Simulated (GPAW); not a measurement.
The system is Ta4O.

```
Ta O
1.0
     3.25750    0.00000    0.00000
     0.00000    3.25750    0.00000
     0.00000    0.00000    7.40934
Ta O
4 1
Cartesian
  0.0000 0.0000 0.0000
  1.6287 1.6287 1.6067
  1.6287 1.6287 5.8027
  0.0000 0.0000 3.7047
  1.6287 1.6287 3.7047
```

The cell comes from a database or a generator and needn't be the stable form of this composition.

Base run:

* Program: GPAW 26.7.0
* Functional: PBE
* Potentials or basis: GPAW PAW data sets (gpaw-data 1.2.1)
* Cutoff: 600 eV
* Basis: pw
* k mesh: 7 × 7 × 3
* Occupations: fermi-dirac, width 0.05 eV
* Spin: no spin polarisation

Its results: band gap on the k mesh none (metal or under the smearing width); pressure -1.9 GPa; largest force 0.035 eV/Å.

Task: The run is repeated on the same cell with these changes: functional from PBE to LDA; potentials or basis from GPAW PAW data sets (gpaw-data 1.2.1) to the program's PAW data sets (release 1.2.1) made for this functional. What comes out?

Result: Band gap on the k mesh none (metal or under the smearing width); pressure -15.0 GPa; largest force 0.116 eV/Å.

Caveats: the cutoff is short for stress and forces, so pressures can be off by a GPa or more; so large a pressure means that the cell lies far from this level's equilibrium, or that cutoff or potentials fall short (some runs).

Not every run made on this cell is shown here.
